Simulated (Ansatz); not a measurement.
# CF₃GeNO: a ladder of functionals and wavefunction methods

One table from this session's results is given with a row withheld; the runs are named, their logs left out.

Program: Ansatz 0.2.0, Gaussian basis. Level of theory: functionals in def2-TZVPP, the program's frozen cores in correlated methods. These are calculated values, not measurements.

The runs, in order: LDA (SPW92), PBE-D4, revPBE-D4, BLYP-D4, r2SCAN-D4, B97M-V, PBE0-D4, B3LYP-D4, r2SCANh-D4, r2SCAN0-D4, HSE06-D4, BHLYP-D4, CAM-B3LYP-D4, LC-ωPBE, ωB97X-V, ωB97M-V, B2PLYP, PBE-QIDH; CCSD(T)/def2-SVP; CCSD(T)/def2-TZVPP; MP2/def2-QZVPP; extrapolation to the limit; RPA on PBE.

## Structure used throughout

An earlier PBE0-D4 in a triple-zeta def2 set relaxation fixed the geometry.

SMILES `O=C=[N][Ge]([F])([F])[F]`, 7 atoms, charge 0, spin multiplicity 1.

Atoms are counted from 1 here; the program's logs count them from 0.

Bond lengths: O1–C2 1.156 Å, C2–N3 1.208 Å, N3–Ge4 1.776 Å, Ge4–F5 1.694 Å, Ge4–F6 1.699 Å, Ge4–F7 1.699 Å. Angles: O1–C2–N3 175.5°, C2–N3–Ge4 137.4°, N3–Ge4–F5 109.1°, N3–Ge4–F6 111.9°, N3–Ge4–F7 111.9°, F5–Ge4–F6 108.1°, F5–Ge4–F7 108.1°, F6–Ge4–F7 107.6°.

Geometry (Å):

```xyz
7

O     1.20579   -2.16447    1.60757
C     0.99815   -1.21416    0.98388
N     0.87153   -0.19757    0.34299
Ge   -0.42780    0.65130   -0.52073
F     0.19547    2.07292   -1.19870
F    -1.70563    1.07652    0.51572
F    -1.07642   -0.29245   -1.77634
```

The first run:

File in.yaml:

```yaml
crystal:
  periodic: [false, false, false]
  atoms:
    - {symbol: O, position_ang: [1.205791, -2.164475, 1.607571]}
    - {symbol: C, position_ang: [0.998153, -1.214155, 0.983880]}
    - {symbol: N, position_ang: [0.871529, -0.197573, 0.342986]}
    - {symbol: Ge, position_ang: [-0.427798, 0.651302, -0.520731]}
    - {symbol: F, position_ang: [0.195473, 2.072923, -1.198696]}
    - {symbol: F, position_ang: [-1.705627, 1.076524, 0.515725]}
    - {symbol: F, position_ang: [-1.076423, -0.292446, -1.776336]}
basis:
  gaussian: {orbitals: def2-TZVPP}
hamiltonian: {xc: lda}
output: {orbitals: {seedname: orbitals}}
```

Launch:

```bash
$ ansatz run in.yaml --threads 4 --pin off --events-out ev --progress --plain --max-ram 10444MiB
```

Steps of the session up to this table: LDA; PBE-D4 (GGA); revPBE-D4 (GGA); BLYP-D4 (GGA); r2SCAN-D4 (meta-GGA); B97M-V (meta-GGA); B3LYP-D4 (hybrid); r2SCANh-D4 (hybrid); r2SCAN0-D4 (hybrid); HSE06-D4 (hybrid); BHLYP-D4 (hybrid); CAM-B3LYP-D4 (range-separated); LC-ωPBE (range-separated); ωB97X-V (range-separated); ωB97M-V (range-separated); B2PLYP (double hybrid); PBE-QIDH (double hybrid).

One of the session's tables, all rows but one given; the rest of the session is left out.

It belongs to the step «Frontier levels by functional». 

```
  functional  HOMO (eV)  gap (eV)
 LDA (SPW92)      -8.73      5.83
      PBE-D4      -8.46      5.96
   revPBE-D4      -8.36      6.02
     BLYP-D4      -8.33      5.85
   r2SCAN-D4      -8.82      6.67
      B97M-V      -8.82      6.67
     PBE0-D4      -9.98      8.59
    B3LYP-D4      -9.71      7.94
  r2SCANh-D4      -9.39      7.63
  r2SCAN0-D4     -10.24      9.07
    HSE06-D4      -9.57      7.81
    BHLYP-D4     -11.39     11.10
CAM-B3LYP-D4     -11.39     11.05
     LC-ωPBE          ?         ?
     ωB97X-V     -12.34     13.32
     ωB97M-V     -12.24     13.04
```

**Question.** Estimate the row for LC-ωPBE.

**Answer.** HOMO (eV): -12.72; gap (eV): 13.82. In the column «HOMO (eV)» it is the lowest.
